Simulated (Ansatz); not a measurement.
# Co5Ru: the cost of one run

Method: DFT PBE, scalar-relativistic, plane waves, PAW, in Ansatz 0.2.0.

### Step 1. The system as given

Symmetry: P-62m, No. 189, hexagonal system. The conventional cell has a = 4.347 Å, b = 4.347 Å, c = 4.013 Å, α = 90.00°, β = 90.00°, γ = 120.00°. Around Co (site symmetry -6) lie 9 Co at 2.48 to 2.51 Å and 3 Ru at 2.51 Å. Co (site symmetry m2m) has 2 Ru at 2.48 Å and 10 Co at 2.48 to 2.51 Å in its first shell of neighbours. Ru (site symmetry -62m) is surrounded by 12 Co at 2.48 to 2.51 Å.

As a file:

```
CELL_PARAMETERS angstrom
4.34725 0.00000 0.00000
-2.17362 3.76483 0.00000
0.00000 0.00000 4.01327
ATOMIC_POSITIONS crystal
Co 0.66667 0.33333 0.00000
Co 0.33333 0.66667 0.00000
Co 0.00000 0.33333 0.50000
Co 0.66667 0.66667 0.50000
Co 0.33333 0.00000 0.50000
Ru 0.00000 0.00000 0.00000
```

The start is an ordering of an alloy on its end members' structure types: elements ordered on the sites of the Re type, Co/Ru on Re (P-62m, No. 189).

### Step 2. The guess as it stands, on a coarse mesh

Input file input.yaml:

```yaml
crystal:
  lattice:
    - [4.34724578, 0.0, 0.0]
    - [-2.17362289, 3.76482528, 0.0]
    - [0.0, 0.0, 4.01326654]
  atoms:
    - { symbol: Co, position: [0.66666667, 0.33333333, 0.0], spin: 3.0 }
    - { symbol: Co, position: [0.33333333, 0.66666667, 0.0], spin: 3.0 }
    - { symbol: Co, position: [0.0, 0.33333333, 0.5], spin: 3.0 }
    - { symbol: Co, position: [0.66666667, 0.66666667, 0.5], spin: 3.0 }
    - { symbol: Co, position: [0.33333333, 0.0, 0.5], spin: 3.0 }
    - { symbol: Ru, position: [0.0, 0.0, 0.0] }
basis:
  ecutwfc: 420
kpoints:
  mp_grid: { grid: [6, 6, 4] }
hamiltonian:
  xc: pbe
scf:
  occupations: { method: gaussian, width: 0.1 }
  lower_state_search: "off"
output:
  forces: true
  stress: true
  eigenvalues: true
  populations: true
magnetization:
  spin_polarized: true
```

Command:

```bash
$ ansatz run input.yaml --threads 4 --pin off --max-ram 8192MiB --backend cpu --events-out ev --progress --plain --runs-dir out
```

**Question.** How long does this run take on 4 threads of Intel Xeon at 2.50GHz (Skylake/Cascade Lake), shared host, and how much memory does it need?

About 18 s, with a peak of 0.52 GiB.
